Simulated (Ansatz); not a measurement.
# Ir: the cost of one run

Computed with Ansatz 0.2.0 (DFT PBEsol, scalar-relativistic, plane waves, PAW, unless a step's input says otherwise).

## Step 1: The structure to begin with

The structure is cubic, space group Fm-3m (No. 225). Conventional cell: a = 3.839 Å, b = 3.839 Å, c = 3.839 Å, α = 90.00°, β = 90.00°, γ = 90.00°. Ir (site symmetry m-3m) has 12 Ir at 2.71 Å in its first shell of neighbours.

Coordinates:

```
Ir
1.0
     0.00000   -1.91970   -1.91970
    -1.91970    0.00000   -1.91970
     1.91970    1.91970   -3.83940
Ir
2
Direct
  0.50000 0.50000 0.50000
  0.00000 0.00000 0.00000
```

No relaxation comes first: the listed cell is the starting point.

## Step 2: Zero of the scan

Contents of input.yaml:

```yaml
crystal:
  lattice:
    - [0.0, -1.9197, -1.9197]
    - [-1.9197, 0.0, -1.9197]
    - [1.9197, 1.9197, -3.8394]
  atoms:
    - { symbol: Ir, position: [0.5, 0.5, 0.5] }
    - { symbol: Ir, position: [0.0, 0.0, 0.0] }
basis:
  ecutwfc: 420
kpoints:
  mp_grid: { grid: [24, 24, 20] }
hamiltonian:
  xc: pbesol
scf:
  occupations: { method: gaussian, width: 0.15 }
output:
  forces: true
  stress: true
  eigenvalues: true
  write_density: true
  write_potential: true
  elf: true
  volumetric_format: npy
```

Started as:

```sh
$ ansatz run input.yaml --threads 2 --pin off --max-ram 5120MiB --backend cpu --events-out ev --progress --plain --runs-dir out
```

What time and memory should one allow on 2 threads of Intel Xeon 6975P-C (Granite Rapids), shared host?

About 25 s, with a peak of 1.5 GiB.
